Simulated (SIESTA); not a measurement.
**TaMo2C3 under changes of volume**

One of the cells (10.992 Å³/atom); the others are scaled copies at fixed shape and fractional positions:

```
Ta Mo C
1.0
     3.13728    0.00000    0.00000
    -1.56864    2.71696    0.00000
     0.00000    0.00000    7.73722
Ta Mo C
1 2 3
Direct
  0.00000 0.00000 0.00000
  0.66667 0.33333 0.33077
  0.33333 0.66667 0.66923
  0.66667 0.33333 0.83208
  0.33333 0.66667 0.16792
  0.00000 0.00000 0.50000
```

The cell comes from a database or a generator and needn't be the stable form of this composition.

* Program: SIESTA 5.4.2
* Functional: PBE
* Potentials or basis: PseudoDojo 0.4 standard (PBE files)
* Basis: DZP (energy shift 0.003 Ry; two zetas on semicore shells)
* Grid cutoff: 800 Ry
* Energy shift: 0.003 Ry
* k mesh: 10 × 10 × 4
* Occupations: fermi-dirac, width 0.05 eV
* Spin: no spin polarisation

| volume (Å³/atom) | energy over the lowest point (meV/atom) | pressure (GPa) | largest force (eV/Å) |
| --- | --- | --- | --- |
| 10.130 | 49.60 | 24.7 | 0.101 |
| 10.345 | 22.12 | 16.3 | 0.085 |
| 10.561 | ? | ? | ? |
| 10.992 | 0.00 | -4.2 | 0.061 |
| 11.207 | 9.56 | -9.8 | 0.086 |
| 11.423 | 26.25 | -14.8 | 0.100 |

Question: What does the run at 10.561 Å³/atom give?

Answer: Energy over the lowest point 5.42 meV/atom; pressure 8.7 GPa; largest force 0.060 eV/Å.

Worked out: A Birch-Murnaghan fit of order 3 (a polynomial in V^(-2/3)) to the other rows has its minimum at 10.84 Å³/atom with B0 = V·E''(V) = 317 GPa and B' = 4.3 at fixed shape and positions, which overstates the stiffness. It gives 5.33 meV/atom at 10.561 Å³/atom, against the run's 5.42, and -dE/dV = 8.7 GPa, against 8.7.

Energies are extrapolated to zero smearing.

Caveats: short orbitals over semicore shells can move pressures by several GPa; the basis of atomic orbitals isn't converged, which shifts pressures, moduli and gaps.
